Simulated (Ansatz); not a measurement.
# TiGe: the cost of one run

Program: Ansatz 0.2.0. Level of theory: DFT PBE0, scalar-relativistic, plane waves, PAW. These are calculated values, not measurements.

1 further run of the same task is left out (for a known fault of the program).

### 1 The system as given

The structure is cubic, space group Fm-3m (No. 225). The conventional cell has a = 5.173 Å, b = 5.173 Å, c = 5.173 Å, α = 90.00°, β = 90.00°, γ = 90.00°. Around Ti (site symmetry m-3m) lie 6 Ge at 2.59 Å. Ge (site symmetry m-3m) is surrounded by 6 Ti at 2.59 Å.

Coordinates:

```xyz
2
Lattice="0.0000 2.5864 2.5864 2.5864 0.0000 2.5864 2.5864 2.5864 0.0000" Properties=species:S:1:pos:R:3 pbc="T T T"
Ti    0.0000    0.0000    0.0000
Ge    2.5864    2.5864    2.5864
```

The cell was made up by rule, so the compound may not exist in this form.

This is a trial structure, the rocksalt prototype, and another one may lie lower.

### 2 Coarse point 2 of the search for the rest volume

input.yaml

```yaml
crystal:
  lattice:
    - [0.0, 2.5864191229, 2.5864191229]
    - [2.5864191229, 0.0, 2.5864191229]
    - [2.5864191229, 2.5864191229, 0.0]
  atoms:
    - { symbol: Ti, position: [0.0, 0.0, 0.0] }
    - { symbol: Ge, position: [0.5, 0.5, 0.5] }
basis:
  ecutwfc: 420
kpoints:
  mp_grid: { grid: [6, 6, 6] }
hamiltonian:
  xc: pbe0
scf:
  occupations: { method: gaussian, width: 0.05 }
output:
  forces: true
  stress: true
  eigenvalues: true
```

Command:

```sh
$ ansatz run input.yaml --threads 4 --pin off --max-ram 12288MiB --backend cpu --events-out ev --progress --plain --runs-dir out
```

Q: Estimate wall time and peak memory on 4 threads of Intel Xeon 6975P-C (Granite Rapids), shared host.

About 14 s, with a peak of 1.3 GiB.
